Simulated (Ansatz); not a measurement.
I need a ranking of polymorphs by energy of 3 structures of Br. Use Ansatz 0.2.0 through its Python package. Level of theory (first run): PBEsol, norm-conserving potentials, the default cutoff (626 eV here), 6×6×3 k-points, cold smearing of 0.02 eV.

The script reads `br_cmce.vasp`:
```text
Br
1.0
   3.36325000   -2.32255000    0.00000000
   3.36325000    2.32255000    0.00000000
   0.00000000    0.00000000    8.70230000
Br
4
Direct
   0.86510000    0.13490000    0.10990000
   0.63490000    0.36510000    0.60990000
   0.13490000    0.86510000    0.89010000
   0.36510000    0.63490000    0.39010000
```

Contents of `br_i4_mmm.extxyz`:
```text
1
Lattice="-1.4234917 1.4234917 3.57751737 1.4234917 -1.4234917 3.57751737 1.4234917 1.4234917 -3.57751737" Properties=species:S:1:pos:R:3 pbc="T T T"
Br    0.00000000    0.00000000    0.00000000
```

`br_immm.vasp`
```text
Br
1.0
  -1.28676840    1.71999720    3.57799116
   1.28676840   -1.71999720    3.57799116
   1.28676840    1.71999720   -3.57799116
Br
1
Direct
   0.00000000    0.00000000    0.00000000
```

The script, `polymorphs_br.py`:
```python
'''Relative energies of Br phases, at the given cells.'''

import csv
import warnings

import ansatz as az
from ase.io import read
import numpy as np
import spglib


def solve(name, crystal):
    calc = (
        crystal.calculation()
        .functional('pbesol')
        .pseudopotentials('nc')
        .kpoints(spacing=0.3)
        .occupations('cold', width=0.02)
        .stress()
        .band_table()
    )
    return calc.run(threads=1, pin='off')


def space_group(outcome):
    sites = outcome.report['lattice']['sites']
    kinds = sorted({site['symbol'] for site in sites})
    cell = (outcome.lattice.cell_ang, [site['position_frac'] for site in sites], [kinds.index(site['symbol']) for site in sites])
    return spglib.get_spacegroup(cell, symprec=0.01)


def gap_ev(outcome):
    # nan where the run reports no band edges: a metal, overlapping bands, or a gap that is small against the smearing
    edges = outcome.report.get('band_edges_ev')
    return edges[1] - edges[0] if edges else float('nan')


def volume_per_atom(outcome):
    return abs(np.linalg.det(outcome.lattice.cell_ang)) / len(outcome.lattice.sites)


def main() -> None:
    warnings.simplefilter('ignore', az.DeckWarning)

    phases = {}
    atoms = read('br_cmce.vasp', format='vasp')
    cmce = az.Crystal.from_ase(atoms)
    phases['Cmce'] = cmce
    i4_mmm = az.Crystal.from_extxyz('br_i4_mmm.extxyz')
    phases['I4/mmm'] = i4_mmm
    atoms = read('br_immm.vasp', format='vasp')
    immm = az.Crystal.from_ase(atoms)
    phases['Immm'] = immm

    done = {}
    for name, crystal in phases.items():
        try:
            done[name] = solve(name, crystal)
        except az.NonConvergedError as error:
            print(name, 'did not converge:', str(error)[:120])

    energy = {name: o.report['energy_sigma0_ev'] / len(o.lattice.sites) for name, o in done.items()}
    lowest = min(energy.values())
    rows = [(name, len(o.lattice.sites), 1000 * (energy[name] - lowest), space_group(o), gap_ev(o), volume_per_atom(o)) for name, o in done.items()]
    rows.sort(key=lambda row: row[2])
    with open('polymorphs.csv', 'w', newline='') as handle:
        writer = csv.writer(handle)
        writer.writerow(['phase', 'atoms', 'dE (meV/atom)', 'space group', 'gap (eV)', 'V (A^3/atom)'])
        writer.writerows([round(v, 4) if isinstance(v, float) else v for v in row] for row in rows)
    print(open('polymorphs.csv').read())
    print('order:', ' < '.join(row[0] for row in rows))


if __name__ == '__main__':
    main()
```

`python polymorphs_br.py` gives:
```text
phase,atoms,dE (meV/atom),space group,gap (eV),V (A^3/atom)
Cmce,4,0.0,Cmce (64),1.8053,33.9882
I4/mmm,1,69.8285,I4/mmm (139),nan,28.9969
Immm,1,82.4362,Immm (71),nan,31.6758

order: Cmce < I4/mmm < Immm
```

By space group at the end of each run: Cmce (+0 meV an atom, 34.0 Å³), I4/mmm (+70 meV an atom, 29.0 Å³) and Immm (+82 meV an atom, 31.7 Å³).

What to keep in mind:
- These settings explore the input space; cutoff and mesh may be short of convergence.
- The cells come from databases of deposited and of computed structures, and not all need be stable phases.
- Gaps and levels are Kohn-Sham values on a finite set of k-points, without spin-orbit coupling.
- The ranking holds among these structures alone, at zero temperature; the ground state may be another structure. Differences under about 40 meV an atom lie within the error of mesh and functional.
- Timing: 15 s on 1 thread of Arm Neoverse V1 (shared host), peak memory 0.5 GiB.
